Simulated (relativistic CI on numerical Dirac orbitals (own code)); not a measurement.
# Ho XLI (Ho⁴⁰⁺): levels and lines

What are the lowest levels and the strongest lines of Ho⁴⁰⁺? One CI run answers it; further runs change one setting each.

The numbers are computed with relativistic CI on numerical Dirac orbitals (own code) version 2 (Dirac-Coulomb-Breit CI, KLI orbitals optimised for each configuration, model QED (radiative potential, 1s self-energy scaled to tabulated hydrogen-like ionisation energies)), except any that are marked as measured or tabulated.

## Step 1: Starting point

| Property | Result |
| --- | --- |
| ion | Ho⁴⁰⁺ (Ho XLI) |
| nuclear charge | 67 |
| electrons | 27 |
| isotope | A = 165 |
| first configuration typed | [Ar] 3d9 |

Outer shells as boxes (Hund's rule):

first configuration typed
```
[Ar] core
3d [↑↓][↑↓][↑↓][↑↓][↑ ]
```

## Step 2: Base run

Input settings:

```ini
atom Ho  Z=67  charge=40  electrons=27
nucleus A=165  rms_radius_fm=5.2022
hamiltonian dirac-coulomb  breit=on  qed=on  c_scale=1
orbitals kli  potential=per-configuration
slater_scale 1
correlation none
mixing on
configurations
  [Ar] 3d9
  [Ne] 3s2 3p5 3d10
  [Ne] 3s 3p6 3d10
  [Ar] 3d8 4s
  [Ar] 3d8 4p
  [Ar] 3d8 4d
  [Ne] 3s2 3p4 3d10 4s
  [Ne] 3s2 3p4 3d10 4p
  [Ne] 3s2 3p5 3d9 4s
  [Ar] 3d8 4f
  [Ne] 3s2 3p4 3d10 4d
  [Ne] 3s2 3p5 3d9 4p
  [Ne] 3s 3p5 3d10 4s
  [Ne] 3s 3p5 3d10 4p
  [Ar] 3d7 4s2
  [Ne] 3s2 3p5 3d9 4d
  [Ar] 3d7 4s 4p
  [Ne] 3s 3p6 3d9 4s
  [Ne] 3s 3p5 3d10 4d
  [Ne] 3p6 3d10 4s
  [Ar] 3d8 5s
  [Ar] 3d7 4p2
  [Ne] 3s2 3p5 3d9 4f
  [Ar] 3d7 4s 4d
  [Ar] 3d8 5p
  [Ne] 3s 3p6 3d9 4p
  [Ne] 3p6 3d10 4p
  [Ar] 3d8 5d
  [Ar] 3d7 4p 4d
  [Ne] 3s2 3p5 3d8 4s2
  [Ar] 3d8 5f
  [Ne] 3p6 3d10 4d
  [Ne] 3s 3p6 3d9 4d
  [Ar] 3d8 5g
  [Ne] 3s2 3p5 3d8 4s 4p
  [Ar] 3d7 4d2
end
```

The program writes no log. Results of the run, from its result record (rounded, main fields):

```text
status: converged
levels [i, E_cm, J2, conf, term, w_term, jj, w_jj, g, tau_s, A_per_gI_MHz, B_per_Q_MHz]:
  - [0, 0, 5, "3s2 3p6 3d9", "2D", 0.9995, "3d5/2^5", 0.9995, 1.192, "-", 2.695e+04, -5.337e+04]
  - [1, 329700.84, 3, "3s2 3p6 3d9", "2D", 0.9995, "3d3/2^3 3d5/2^6", 0.9995, 0.7905, 1.74e-06, 6.528e+04, -4.26e+04]
  - [2, 3024034.4, 3, "3s2 3p5 3d10", "2P*", 0.999, "3p3/2^3", 0.999, 1.325, 7.974e-13, 1.284e+05, -2.511e+05]
  - [3, 4548030.9, 1, "3s2 3p5 3d10", "2P*", 0.9987, "3p1/2 3p3/2^4", 0.9987, 0.6535, 2.999e-13, 1.01e+06, "-"]
  - [4, 6177443.3, 1, "3s 3p6 3d10", "2S", 0.9984, "3s", 0.9984, 1.99, 4.748e-13, 3.219e+06, "-"]
  - [5, 9833751.3, 9, "3s2 3p6 3d8 4s", "4F", 0.8941, "3d5/2^4 4s", 0.9809, 1.302, 3.72e-09, 1.449e+05, -3.571e+04]
  - [6, 9855201.6, 7, "3s2 3p6 3d8 4s", "2F", 0.6259, "3d5/2^4 4s", 0.9834, 1.129, 2.064e-10, -9.126e+04, -3.315e+04]
  - [7, 9902714.8, 5, "3s2 3p6 3d8 4s", "2D", 0.4846, "3d5/2^4 4s", 0.9951, 1.335, 4.778e-10, 2.399e+05, 3.046e+04]
  - [8, 9911941.6, 3, "3s2 3p6 3d8 4s", "2D", 0.5118, "3d5/2^4 4s", 0.9887, 0.9737, 1.82e-10, -1.845e+05, 1.97e+04]
  - [9, 10037435, 1, "3s2 3p6 3d8 4s", "2S", 0.4356, "3d5/2^4 4s", 0.9678, 2.066, 1.004e-10, 1.086e+06, "-"]
  - [10, 10158010, 7, "3s2 3p6 3d8 4s", "4F", 0.7231, "3d3/2^3 3d5/2^5 4s", 0.9966, 1.203, 4.926e-10, 1.879e+05, -1.944e+04]
  - [11, 10162593, 5, "3s2 3p6 3d8 4s", "4F", 0.6502, "3d3/2^3 3d5/2^5 4s", 0.9959, 0.9689, 4.066e-10, -1.046e+05, -1.732e+04]
  - [12, 10223607, 5, "3s2 3p6 3d8 4s", "4P", 0.494, "3d3/2^3 3d5/2^5 4s", 0.9885, 1.286, 4.112e-10, 2.362e+05, 1.245e+04]
  - [13, 10228027, 3, "3s2 3p6 3d8 4s", "4F", 0.3164, "3d3/2^3 3d5/2^5 4s", 0.9744, 1.092, 3.342e-10, -1.389e+05, -1.279e+04]
  - [14, 10259549, 3, "3s2 3p6 3d8 4s", "4P", 0.6051, "3d3/2^3 3d5/2^5 4s", 0.9926, 1.536, 2.952e-10, 3.191e+05, 803.1]
  - [15, 10268258, 9, "3s2 3p6 3d8 4s", "2G", 0.8941, "3d3/2^3 3d5/2^5 4s", 0.9809, 1.126, 4.228e-10, 1.587e+05, -1.059e+05]
  - [16, 10271647, 7, "3s2 3p6 3d8 4s", "2G", 0.8802, "3d3/2^3 3d5/2^5 4s", 0.9856, 0.9114, 3.316e-10, -7.386e+04, -9.631e+04]
  - [17, 10273638, 1, "3s2 3p6 3d8 4s", "2P", 0.6838, "3d3/2^3 3d5/2^5 4s", 0.995, 1.287, 1.504e-10, -3.628e+05, "-"]
  - [18, 10477109, 7, "3s2 3p6 3d8 4p", "4D*", 0.507, "3d5/2^4 4p1/2", 0.979, 1.286, 1.804e-11, -8855, -2.638e+04]
  - [19, 10489910, 9, "3s2 3p6 3d8 4p", "2G*", 0.4124, "3d5/2^4 4p1/2", 0.9825, 1.152, 2.983e-11, 6.138e+04, -3.54e+04]
  - [20, 10522979, 3, "3s2 3p6 3d8 4s", "4F", 0.5371, "3d3/2^2 3d5/2^6 4s", 0.9772, 0.6294, 4.989e-10, -1.402e+05, 4964]
  - [21, 10530581, 5, "3s2 3p6 3d8 4s", "2F", 0.3467, "3d3/2^2 3d5/2^6 4s", 0.9875, 1.063, 2.766e-10, 2.707e+05, 4287]
  - [22, 10542924, 3, "3s2 3p6 3d8 4p", "2D*", 0.3212, "3d5/2^4 4p1/2", 0.9898, 1.244, 2.768e-11, -3.474e+04, 1.888e+04]
  - [23, 10549001, 5, "3s2 3p6 3d8 4p", "2F*", 0.4001, "3d5/2^4 4p1/2", 0.9894, 1.068, 2.97e-11, 8.966e+04, 2.413e+04]
  - [24, 10675671, 1, "3s2 3p6 3d8 4p", "2P*", 0.5764, "3d5/2^4 4p1/2", 0.9597, 0.6703, 1.143e-11, 3.374e+05, "-"]
  - "... 375 more rows left out ..."
lines, the strongest and those to the lowest levels [upper, lower, type, S_au, A_per_s, branching]:
  - [6, 0, "E2", 0.003704, 4.821e+09, 0.9949]
  - [7, 0, "E2", 0.0008622, 1.533e+09, 0.7323]
  - [8, 0, "E2", 0.001329, 3.56e+09, 0.6479]
  - [10, 0, "E2", 0.001253, 1.897e+09, 0.9343]
  - [11, 1, "E2", 0.001168, 2.004e+09, 0.8147]
  - [12, 0, "E2", 0.0006984, 1.456e+09, 0.5987]
  - [14, 0, "E2", 0.0005577, 1.775e+09, 0.5239]
  - [15, 0, "E2", 0.00185, 2.365e+09, 0.9999]
  - [16, 1, "E2", 0.002135, 2.904e+09, 0.9628]
  - [20, 1, "E2", 0.0004986, 1.536e+09, 0.7664]
  - [21, 1, "E2", 0.00166, 3.422e+09, 0.9465]
  - [76, 0, "E2", 0.000783, 5.678e+09, 0.02375]
  - [78, 0, "E2", 0.002894, 8.48e+09, 0.038]
  - [79, 0, "E2", 0.001334, 6.558e+09, 0.02921]
  - [80, 0, "E2", 0.001425, 5.303e+09, 0.02459]
  - [83, 0, "E2", 0.0003612, 5.436e+09, 0.02497]
  - [84, 0, "E2", 0.001119, 8.512e+09, 0.02381]
  - [99, 0, "E2", 0.0004552, 7.532e+09, 0.02074]
  - [112, 1, "E2", 0.0005257, 7.881e+09, 0.03275]
  - [113, 1, "E2", 0.001709, 8.612e+09, 0.03778]
  - [115, 1, "E2", 0.0007429, 5.634e+09, 0.02437]
  - [117, 1, "E2", 0.001977, 7.542e+09, 0.03315]
  - [132, 1, "E2", 0.0004947, 8.341e+09, 0.03655]
  - [174, 0, "E2", 0.003217, 1.541e+10, 0.02695]
  - [382, 0, "E2", 0.001122, 1.682e+10, 0.02024]
  - [389, 0, "E2", 0.001459, 2.948e+10, 0.02747]
  - [390, 0, "E2", 0.002645, 4.01e+10, 0.04578]
  - [395, 0, "E2", 0.006318, 7.734e+10, 0.0706]
n_levels_all: 3960
total_energy [Ha]: -11544.926977
configurations [conf, odd, states, E_av_cm, breit_Ha, qed_Ha, corr_Ha]:
  - ["3s2 3p6 3d9", 0, 10, 141258, 11.55, 8.119, "-"]
  - ["3s2 3p5 3d10", 1, 6, 3.54361e+06, 11.47, 8.108, "-"]
  - ["3s 3p6 3d10", 0, 2, 6.19456e+06, 11.5, 8.011, "-"]
  - ["3s2 3p6 3d8 4s", 0, 90, 1.01624e+07, 11.52, 8.159, "-"]
  - ["3s2 3p6 3d8 4p", 1, 270, 1.1149e+07, 11.53, 8.126, "-"]
  - ["3s2 3p6 3d8 4d", 0, 450, 1.2386e+07, 11.5, 8.123, "-"]
  - ["3s2 3p4 3d10 4s", 0, 30, 1.68946e+07, 11.35, 8.136, "-"]
  - ["3s2 3p4 3d10 4p", 1, 90, 1.7885e+07, 11.36, 8.103, "-"]
  - ["3s2 3p5 3d9 4s", 1, 120, 1.34999e+07, 11.43, 8.148, "-"]
  - ["3s2 3p6 3d8 4f", 1, 630, 1.34942e+07, 11.48, 8.123, "-"]
  - ["3s2 3p4 3d10 4d", 0, 150, 1.91114e+07, 11.33, 8.1, "-"]
  - ["3s2 3p5 3d9 4p", 0, 360, 1.44884e+07, 11.44, 8.115, "-"]
  - ["3s 3p5 3d10 4s", 1, 24, 1.94936e+07, 11.38, 8.038, "-"]
  - ["3s 3p5 3d10 4p", 0, 72, 2.04685e+07, 11.39, 8.006, "-"]
  - "... 22 more rows left out ..."
radial 3s2 3p6 3d9 [Ha, bohr]: {"<r^-3>(3d)": 427.22, "<r^1>(3d)": 0.19943, "<r^2>(3d)": 0.046304, "<r^4>(3d)": 0.0036653, "zeta(3d)": 0.59908}
radial 3s2 3p5 3d10 [Ha, bohr]: {"<r^-3>(3p)": 2682.4, "<r^1>(3p)": 0.22124, "<r^2>(3p)": 0.056686, "<r^4>(3p)": 0.0049681, "zeta(3p)": 4.6297}
ionisation_energy [eV]: 3124.37
```

It took 4.7 s on 1 thread, shared host.

Lowest levels:

| level | energy (eV) | LS purity (%) | jj purity (%) | radiative lifetime (s) |
| --- | --- | --- | --- | --- |
| 3d9 2D5/2 | 0.00 | 100 | 100 | - |
| 3d9 2D3/2 | 40.88 | 100 | 100 | 1.7e-06 |
| 3p5 3d10 2P°3/2 | 374.93 | 100 | 100 | 8e-13 |
| 3p5 3d10 2P°1/2 | 563.88 | 100 | 100 | 3e-13 |
| 3s 3p6 3d10 2S1/2 | 765.91 | 100 | 100 | 4.7e-13 |
| 3d8 4s 4F9/2 | 1219.23 | 89 | 98 | 3.7e-09 |
| 3d8 4s [3d5/2^4 4s] J=7/2 | 1221.89 | 63 | 98 | 2.1e-10 |
| 3d8 4s [3d5/2^4 4s] J=5/2 | 1227.78 | 48 | 100 | 4.8e-10 |
| 3d8 4s [3d5/2^4 4s] J=3/2 | 1228.92 | 51 | 99 | 1.8e-10 |
| 3d8 4s [3d5/2^4 4s] J=1/2 | 1244.48 | 44 | 97 | 1e-10 |
| 3d8 4s [3d3/2^3 3d5/2^5 4s] J=7/2 | 1259.43 | 72 | 100 | 4.9e-10 |
| 3d8 4s [3d3/2^3 3d5/2^5 4s] J=5/2 | 1260.00 | 65 | 100 | 4.1e-10 |
| 3d8 4s [3d3/2^3 3d5/2^5 4s] J=5/2 (ii) | 1267.57 | 49 | 99 | 4.1e-10 |
| 3d8 4s [3d3/2^3 3d5/2^5 4s] J=3/2 | 1268.11 | 32 | 97 | 3.3e-10 |

Where the configurations lie:

| configuration | levels among the lowest 60 | parity | lowest (eV) | highest (eV) |
| --- | --- | --- | --- | --- |
| 3d9 | 2 | even | 0.00 | 40.88 |
| 3p5 3d10 | 2 | odd | 374.93 | 563.88 |
| 3s 3p6 3d10 | 1 | even | 765.91 | 765.91 |
| 3d8 4s | 16 | even | 1219.23 | 1326.77 |
| 3d8 4p | 39 | odd | 1299.00 | 1418.64 |

Strongest E1 lines among the lowest 400 of 3960 levels, by gA:

| upper | lower | wavelength (nm) | A (1/s) |
| --- | --- | --- | --- |
| 3d8 4f 2F°7/2 (iv) | 3d9 2D5/2 | 0.7284 | 2.49e+14 |
| 3d8 4f 2D°5/2 (v) | 3d9 2D5/2 | 0.7286 | 2.24e+14 |
| 3d8 4f 2F°5/2 (vi) | 3d9 2D3/2 | 0.7265 | 1.74e+14 |
| 3d8 4f 2D°3/2 (v) | 3d9 2D3/2 | 0.7310 | 2.19e+14 |
| 3d8 4f [3d3/2^2 3d5/2^6 4f5/2] J=5/2° | 3d9 2D3/2 | 0.7322 | 8.49e+13 |
| 3d8 4f 2P°3/2 (iii) | 3d9 2D5/2 | 0.7315 | 9.87e+13 |
| 3d8 4f 2D°3/2 (iv) | 3d9 2D5/2 | 0.7294 | 9.55e+13 |
| 3d8 4f [3d5/2^4 4f7/2] J=7/2° (ii) | 3d9 2D5/2 | 0.7510 | 4.3e+13 |
| 3d8 4f 2P°1/2 (iv) | 3d9 2D3/2 | 0.7364 | 1.3e+14 |
| 3d8 4f [3d3/2^3 3d5/2^5 4f7/2] J=5/2° (iv) | 3d9 2D3/2 | 0.7497 | 4.11e+13 |

## Step 3: Correlation estimate p86

Changes to the settings of step 2:

```diff
@@ -5,3 +5,3 @@
 slater_scale 1
-correlation none
+correlation p86
 mixing on
```

Main fields:

```text
status: converged
levels [i, E_cm, J2, conf, term, w_term, w_jj]:
  - [0, 0, 5, "3s2 3p6 3d9", "2D", 0.9995, 0.9995]
  - [1, 329700.57, 3, "3s2 3p6 3d9", "2D", 0.9995, 0.9995]
  - [2, 3025964.8, 3, "3s2 3p5 3d10", "2P*", 0.999, 0.999]
  - [3, 4549964.8, 1, "3s2 3p5 3d10", "2P*", 0.9987, 0.9987]
  - [4, 6180689.2, 1, "3s 3p6 3d10", "2S", 0.9984, 0.9984]
  - [5, 9848865.5, 9, "3s2 3p6 3d8 4s", "4F", 0.8941, 0.9809]
  - [6, 9870315.8, 7, "3s2 3p6 3d8 4s", "2F", 0.6259, 0.9834]
  - [7, 9917832.1, 5, "3s2 3p6 3d8 4s", "2D", 0.4846, 0.9951]
  - [8, 9927058.9, 3, "3s2 3p6 3d8 4s", "2D", 0.5118, 0.9887]
  - [9, 10052556, 1, "3s2 3p6 3d8 4s", "2S", 0.4356, 0.9678]
  - [10, 10173124, 7, "3s2 3p6 3d8 4s", "4F", 0.7231, 0.9966]
  - [11, 10177707, 5, "3s2 3p6 3d8 4s", "4F", 0.6502, 0.9959]
  - [12, 10238722, 5, "3s2 3p6 3d8 4s", "4P", 0.494, 0.9885]
  - [13, 10243143, 3, "3s2 3p6 3d8 4s", "4F", 0.3164, 0.9744]
  - [14, 10274665, 3, "3s2 3p6 3d8 4s", "4P", 0.6051, 0.9926]
  - [15, 10283371, 9, "3s2 3p6 3d8 4s", "2G", 0.8941, 0.9809]
  - "... 384 more rows left out ..."
n_levels_all: 3960
total_energy [Ha]: -11546.997237
configurations [conf, odd, states, E_av_cm, breit_Ha, qed_Ha, corr_Ha]:
  - ["3s2 3p6 3d9", 0, 10, 141248, 11.55, 8.119, -2.07]
  - ["3s2 3p5 3d10", 1, 6, 3.54553e+06, 11.47, 8.108, -2.062]
  - ["3s 3p6 3d10", 0, 2, 6.19779e+06, 11.5, 8.011, -2.056]
  - ["3s2 3p6 3d8 4s", 0, 90, 1.01775e+07, 11.52, 8.159, -2.001]
  - ["3s2 3p6 3d8 4p", 1, 270, 1.11648e+07, 11.53, 8.126, -1.998]
  - ["3s2 3p6 3d8 4d", 0, 450, 1.24021e+07, 11.5, 8.123, -1.997]
  - ["3s2 3p4 3d10 4s", 0, 30, 1.69136e+07, 11.35, 8.136, -1.984]
  - ["3s2 3p4 3d10 4p", 1, 90, 1.79046e+07, 11.36, 8.103, -1.981]
  - ["3s2 3p5 3d9 4s", 1, 120, 1.35171e+07, 11.43, 8.148, -1.992]
  - ["3s2 3p6 3d8 4f", 1, 630, 1.35056e+07, 11.48, 8.123, -2.018]
  - ["3s2 3p4 3d10 4d", 0, 150, 1.91311e+07, 11.33, 8.1, -1.98]
  - ["3s2 3p5 3d9 4p", 0, 360, 1.45062e+07, 11.44, 8.115, -1.989]
  - ["3s 3p5 3d10 4s", 1, 24, 1.95138e+07, 11.38, 8.038, -1.978]
  - ["3s 3p5 3d10 4p", 0, 72, 2.04893e+07, 11.39, 8.006, -1.975]
  - "... 22 more rows left out ..."
ionisation_energy [eV]: 3126.55
```

Wall time 4.7 s (1 thread, shared host).

Shifts of the excitation energies against the main run, counted from its lowest level (eV):

| level | main run | shift |
| --- | --- | --- |
| 3d9 2D3/2 | 40.88 | -0.00 |
| 3p5 3d10 2P°3/2 | 374.93 | +0.24 |
| 3p5 3d10 2P°1/2 | 563.88 | +0.24 |
| 3s 3p6 3d10 2S1/2 | 765.91 | +0.40 |
| 3d8 4s 4F9/2 | 1219.23 | +1.87 |
| 3d8 4s [3d5/2^4 4s] J=7/2 | 1221.89 | +1.87 |
| 3d8 4s [3d5/2^4 4s] J=5/2 | 1227.78 | +1.87 |
| 3d8 4s [3d5/2^4 4s] J=3/2 | 1228.92 | +1.87 |
| 3d8 4s [3d5/2^4 4s] J=1/2 | 1244.48 | +1.87 |
| 3d8 4s [3d3/2^3 3d5/2^5 4s] J=7/2 | 1259.43 | +1.87 |
| 3d8 4s [3d3/2^3 3d5/2^5 4s] J=5/2 | 1260.00 | +1.87 |
| 3d8 4s [3d3/2^3 3d5/2^5 4s] J=5/2 (ii) | 1267.57 | +1.87 |

## Step 4: Non-relativistic limit (c × 1000)

Changes to the settings of step 3:

```diff
@@ -2,6 +2,6 @@
 nucleus A=165  rms_radius_fm=5.2022
-hamiltonian dirac-coulomb  breit=on  qed=on  c_scale=1
+hamiltonian dirac-coulomb  breit=off  qed=off  c_scale=1000
 orbitals kli  potential=per-configuration
 slater_scale 1
-correlation p86
+correlation none
 mixing on
```

Main fields:

```text
status: converged
levels [i, E_cm, J2, conf, term, w_term, w_jj]:
  - [0, 0, 5, "3s2 3p6 3d9", "2D", 0.9995, 0.9995]
  - [1, 0.33219674, 3, "3s2 3p6 3d9", "2D", 0.9995, 0.9995]
  - [2, 2604510.1, 3, "3s2 3p5 3d10", "2P*", 0.9991, 0.9991]
  - [3, 2604511.4, 1, "3s2 3p5 3d10", "2P*", 0.9991, 0.9991]
  - [4, 4044962.9, 1, "3s 3p6 3d10", "2S", 0.9988, 0.9988]
  - [5, 10680760, 9, "3s2 3p6 3d8 4s", "4F", 0.9981, 0.7985]
  - [6, 10680760, 7, "3s2 3p6 3d8 4s", "4F", 0.9981, 0.7985]
  - [7, 10680760, 5, "3s2 3p6 3d8 4s", "4F", 0.9981, 0.6681]
  - [8, 10680761, 3, "3s2 3p6 3d8 4s", "4F", 0.9981, 0.6707]
  - [9, 10711013, 7, "3s2 3p6 3d8 4s", "2F", 0.9986, 0.5992]
  - [10, 10711014, 5, "3s2 3p6 3d8 4s", "2F", 0.9986, 0.5859]
  - [11, 10768858, 3, "3s2 3p6 3d8 4s", "2D", 0.9965, 0.4783]
  - [12, 10768858, 5, "3s2 3p6 3d8 4s", "2D", 0.9965, 0.4783]
  - [13, 10775336, 5, "3s2 3p6 3d8 4s", "4P", 0.9962, 0.5021]
  - [14, 10775336, 3, "3s2 3p6 3d8 4s", "4P", 0.9962, 0.9139]
  - [15, 10775336, 1, "3s2 3p6 3d8 4s", "4P", 0.9962, 0.3985]
  - "... 384 more rows left out ..."
n_levels_all: 3960
total_energy [Ha]: -11019.343335
configurations [conf, odd, states, E_av_cm, breit_Ha, qed_Ha, corr_Ha]:
  - ["3s2 3p6 3d9", 0, 10, 8960.29, 0, 0, "-"]
  - ["3s2 3p5 3d10", 1, 6, 2.61491e+06, 0, 0, "-"]
  - ["3s 3p6 3d10", 0, 2, 4.05979e+06, 0, 0, "-"]
  - ["3s2 3p6 3d8 4s", 0, 90, 1.07602e+07, 0, 0, "-"]
  - ["3s2 3p6 3d8 4p", 1, 270, 1.13378e+07, 0, 0, "-"]
  - ["3s2 3p6 3d8 4d", 0, 450, 1.23052e+07, 0, 0, "-"]
  - ["3s2 3p4 3d10 4s", 0, 30, 1.5884e+07, 0, 0, "-"]
  - ["3s2 3p4 3d10 4p", 1, 90, 1.64656e+07, 0, 0, "-"]
  - ["3s2 3p5 3d9 4s", 1, 120, 1.32934e+07, 0, 0, "-"]
  - ["3s2 3p6 3d8 4f", 1, 630, 1.33603e+07, 0, 0, "-"]
  - ["3s2 3p4 3d10 4d", 0, 150, 1.74241e+07, 0, 0, "-"]
  - ["3s2 3p5 3d9 4p", 0, 360, 1.3873e+07, 0, 0, "-"]
  - ["3s 3p5 3d10 4s", 1, 24, 1.72704e+07, 0, 0, "-"]
  - ["3s 3p5 3d10 4p", 0, 72, 1.7838e+07, 0, 0, "-"]
  - "... 22 more rows left out ..."
```

It took 2.9 s on 1 thread, shared host.

How the levels moved (eV, from the main run's lowest level): (levels that can't be paired are left out)

| level | main run | shift |
| --- | --- | --- |
| 3d9 2D3/2 | 40.88 | -40.88 |
| 3p5 3d10 2P°3/2 | 374.93 | -52.01 |
| 3p5 3d10 2P°1/2 | 563.88 | -240.97 |
| 3s 3p6 3d10 2S1/2 | 765.91 | -264.39 |
| 3d8 4s 4F9/2 | 1219.23 | +105.02 |

## Step 5: The first configuration alone

Input settings:

```ini
atom Ho  Z=67  charge=40  electrons=27
nucleus A=165  rms_radius_fm=5.2022
hamiltonian dirac-coulomb  breit=on  qed=on  c_scale=1
orbitals kli  potential=per-configuration
slater_scale 1
correlation none
mixing on
configurations
  [Ar] 3d9
end
```

Main fields:

```text
status: converged
levels [i, E_cm, J2, conf, term, w_term, w_jj]:
  - [0, 0, 5, "3d9", "2D", 1, 1]
  - [1, 329584.78, 3, "3d9", "2D", 1, 1]
n_levels_all: 2
total_energy [Ha]: -11544.884039
configurations [conf, odd, states, E_av_cm, breit_Ha, qed_Ha, corr_Ha]:
  - ["3d9", 0, 10, 131834, 11.55, 8.119, "-"]
```

It took 0.046 s on 1 thread, shared host.

Shifts of the excitation energies against the main run, counted from its lowest level (cm⁻¹): (levels that can't be paired are left out)

| level | main run | shift |
| --- | --- | --- |
| 3d9 2D3/2 | 329701 | -116.1 |

## Step 6: The runs side by side

| run | time | mean size of shift, levels followed (cm⁻¹) | lowest level | ionisation energy (eV) |
| --- | --- | --- | --- | --- |
| main run | 4.7 s | 0 | 3d9 2D5/2 | 3124.4 |
| correlation estimate p86 | 4.7 s | 10670 | 3d9 2D5/2 | 3126.6 |
| non-relativistic limit (c × 1000) | 2.9 s | 1134447 | 3d9 2D5/2 | - |
| the first configuration alone | 0.046 s | 116 | 3d9 2D5/2 | - |

The tabulated theoretical ionisation energy (NIST) is 3125 eV.

## Step 7: Summary of results

| quantity | value |
| --- | --- |
| lowest level | 3d9 2D5/2 |
| first excitation | 3d9 2D3/2, 329701 cm⁻¹ |
| lowest level of the other parity | 3p5 3d10 2P°3/2, 374.93 eV |
| levels in the model | 3960 |
| fastest E1 line (by rate) to the lowest level among the lowest 400 of 3960 levels | 0.7284 nm, from 3d8 4f 2F°7/2 (iv) |
| ionisation energy | 3124.4 eV |
| ionisation energy, tabulated theoretical (NIST) | 3125 eV |

**Reading.** 3d9 2D5/2 comes out lowest; its LS label holds 100 % and its jj label 100 %; over the low levels the means are 72 and 99 %, so jj coupling describes them better. The ionisation energy agrees with the tabulated theoretical value within its uncertainty of 4 eV. The largest mover is «non-relativistic limit (c × 1000)» (1134447 cm⁻¹ on average). Lifetimes count radiative decay inside the model alone.
